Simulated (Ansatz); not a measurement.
# TiNi: magnetic orders on spinors

Which arrangement of moments is lowest in this cell of TiNi? The runs shown use PAW. Its runs: parallel moments (PAW); parallel moments on spinors (PAW); moments marked - in +- held at 30 degrees to the others (PAW); moments marked - in +- held at 60 degrees to the others (PAW); moments marked - in +- held at 90 degrees to the others (PAW); moments marked - in +- held at 120 degrees to the others (PAW); moments marked - in +- held at 150 degrees to the others (PAW); moments start +- on spinors (PAW).

Program: Ansatz 0.2.0. Level of theory: DFT, LDA, PAW with Ansatz's default frozen-core files, scalar-relativistic. These are calculated values, not measurements.

### Step 1. The starting structure

The structure is tetragonal, space group P4/mmm (No. 123). Conventional cell: a = 2.736 Å, b = 2.736 Å, c = 3.581 Å, α = 90.00°, β = 90.00°, γ = 90.00°. Around Ti (site symmetry 4/mmm) lie 8 Ni at 2.64 Å and 4 Ti at 2.74 Å. Ni (site symmetry 4/mmm) is surrounded by 8 Ti at 2.64 Å and 4 Ni at 2.74 Å.

Structure file:

```
CELL_PARAMETERS angstrom
2.73580 0.00000 0.00000
0.00000 2.73580 0.00000
0.00000 0.00000 3.58141
ATOMIC_POSITIONS crystal
Ti 0.50000 0.50000 0.50000
Ni 0.00000 0.00000 0.00000
```

In patterns such as +-, the signs follow the magnetic atoms in the order of the input.

Atoms are numbered in the order of the input: Ti1, Ni2.

### Step 2. Parallel moments, PAW

input.yaml

```yaml
crystal:
  lattice:
    - [2.735803, 0.0, 0.0]
    - [0.0, 2.735803, 0.0]
    - [0.0, 0.0, 3.58141]
  atoms:
    - { symbol: Ti, position: [0.5, 0.5, 0.5], spin: 1.0 }
    - { symbol: Ni, position: [0.0, 0.0, 0.0], spin: 1.5 }
magnetization:
  spin_polarized: true
kpoints:
  mp_grid: { grid: [12, 12, 9] }
scf:
  occupations: { method: fermi_dirac, width: 0.08 }
  lower_state_search: "off"
hamiltonian:
  xc: lda
  pseudopotentials: { kind: paw }
output:
  forces: true
  stress: true
  eigenvalues: true
  write_density: true
  write_potential: true
  elf: true
  volumetric_format: npy
```

Started as:

```
$ ansatz run input.yaml --threads 2 --pin off --max-ram 4096MiB --backend cpu --events-out ev --progress --plain --runs-dir out
```

After this run come: Parallel moments on spinors, PAW; Moments marked - in +- held at 30 degrees to the others, PAW; Moments marked - in +- held at 60 degrees to the others, PAW; Moments marked - in +- held at 90 degrees to the others, PAW; Moments marked - in +- held at 120 degrees to the others, PAW; Moments marked - in +- held at 150 degrees to the others, PAW; Moments start +- on spinors, PAW.

What does the calculation give? Wanted: lowest state.

**Answer**, as computed:

| quantity | value |
| --- | --- |
| lowest state (PAW), reached from several starts | Ti1 0.00, Ni2 0.00 μB |

What this shows: By PAW the starts «moments marked - in +- held at 120 degrees to the others» and «moments marked - in +- held at 150 degrees to the others» end in one state, the lowest found. In «parallel moments on spinors», «moments marked - in +- held at 30 degrees to the others», «moments marked - in +- held at 60 degrees to the others» the moments died away, leaving the non-magnetic state. A run can end in another pattern than it began with. Only this cell's orders were tried, so longer waves of spin are out of reach.
